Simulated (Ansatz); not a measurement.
**GeH₈N₂OSi: geometry optimisation**

Aim: relax GeH₈N₂OSi from a cheap starting geometry.

The runs use Ansatz 0.2.0, Gaussian basis; RKS PBE0-D4/def2-TZVP.

Plan: relaxation at PBE0-D4/def2-TZVP.

1 further run of the same task is left out (set aside as unsound or not needed).

### 1 Where the work starts

13 atoms, charge 0, spin multiplicity 1.

Atoms are counted from 1 here; the program's logs count them from 0.

Bond lengths: N1–Ge2 1.821 Å, N1–H6 1.011 Å, N1–H7 1.010 Å, Ge2–Si3 2.330 Å, Ge2–H8 1.538 Å, Ge2–H9 1.517 Å, Si3–N4 1.731 Å, Si3–O5 1.628 Å, Si3–H10 1.464 Å, N4–H11 1.009 Å, N4–H12 1.006 Å, O5–H13 0.954 Å. Angles: Ge2–N1–H6 117.3°, Ge2–N1–H7 114.9°, H6–N1–H7 108.1°, N1–Ge2–Si3 109.3°, N1–Ge2–H8 111.2°, N1–Ge2–H9 102.4°, Si3–Ge2–H8 116.2°, Si3–Ge2–H9 115.7°, H8–Ge2–H9 101.1°, Ge2–Si3–N4 117.7°, Ge2–Si3–O5 101.4°, Ge2–Si3–H10 114.9°, N4–Si3–O5 107.5°, N4–Si3–H10 103.5°, O5–Si3–H10 111.9°, Si3–N4–H11 117.3°, Si3–N4–H12 117.3°, H11–N4–H12 108.8° and more.

As a file:

```
N    -1.49719    1.27221   -1.54894
Ge    0.19210    0.83088   -1.03291
Si    0.10849   -0.25884    1.02497
N     1.51889   -1.12218    1.53606
O    -1.06555   -1.35470    0.76040
H    -1.61040    1.68032   -2.46682
H    -2.18030    0.53494   -1.44592
H     0.94326    0.10000   -2.15808
H     0.89518    2.17494   -1.03820
H    -0.19811    0.60335    2.16807
H     1.84120   -1.87370    0.94494
H     2.31229   -0.57715    1.83007
H    -1.25986   -2.01006    1.42637
```

The start is a GFN2-xTB geometry.

### 2 Optimising with PBE0-D4/def2-TZVP

File in.yaml:

```yaml
crystal:
  periodic: [false, false, false]
  atoms:
    - {symbol: N, position_ang: [-1.497190, 1.272210, -1.548940]}
    - {symbol: Ge, position_ang: [0.192100, 0.830880, -1.032910]}
    - {symbol: Si, position_ang: [0.108490, -0.258840, 1.024970]}
    - {symbol: N, position_ang: [1.518890, -1.122180, 1.536060]}
    - {symbol: O, position_ang: [-1.065550, -1.354700, 0.760400]}
    - {symbol: H, position_ang: [-1.610400, 1.680320, -2.466820]}
    - {symbol: H, position_ang: [-2.180300, 0.534940, -1.445920]}
    - {symbol: H, position_ang: [0.943260, 0.100000, -2.158080]}
    - {symbol: H, position_ang: [0.895180, 2.174940, -1.038200]}
    - {symbol: H, position_ang: [-0.198110, 0.603350, 2.168070]}
    - {symbol: H, position_ang: [1.841200, -1.873700, 0.944940]}
    - {symbol: H, position_ang: [2.312290, -0.577150, 1.830070]}
    - {symbol: H, position_ang: [-1.259860, -2.010060, 1.426370]}
basis:
  gaussian: {orbitals: def2-TZVP}
hamiltonian: {xc: pbe0, dispersion: d4}
relax: {f_tol: 0.005, max_steps: 150}
```

On the command line:

```
$ ansatz run in.yaml --threads 2 --pin off --events-out ev --progress --plain --max-ram 32768MiB --backend cuda --devices 0, --max-vram 18GiB
```

**Question.** What will the summary of the whole plan be? Wanted: point group; shift from the start; total energy; dispersion term; dipole moment.

As calculated:

| quantity | value |
| --- | --- |
| point group | C1 |
| steps | 23 |
| shift from the start (rms) | 0.312 Å |
| total energy | -69542.4005 eV |
| dispersion term | -249 meV |
| dipole moment | 2.67 D |

In words: The relaxed geometry lies 0.31 Å (rms) from the start; the bond that changed most is Ge2–Si3, from 2.330 to 2.375 Å. No vibrations were run, so it is not proven to be a minimum. The largest Mulliken charge, -0.65 e, sits on N1.
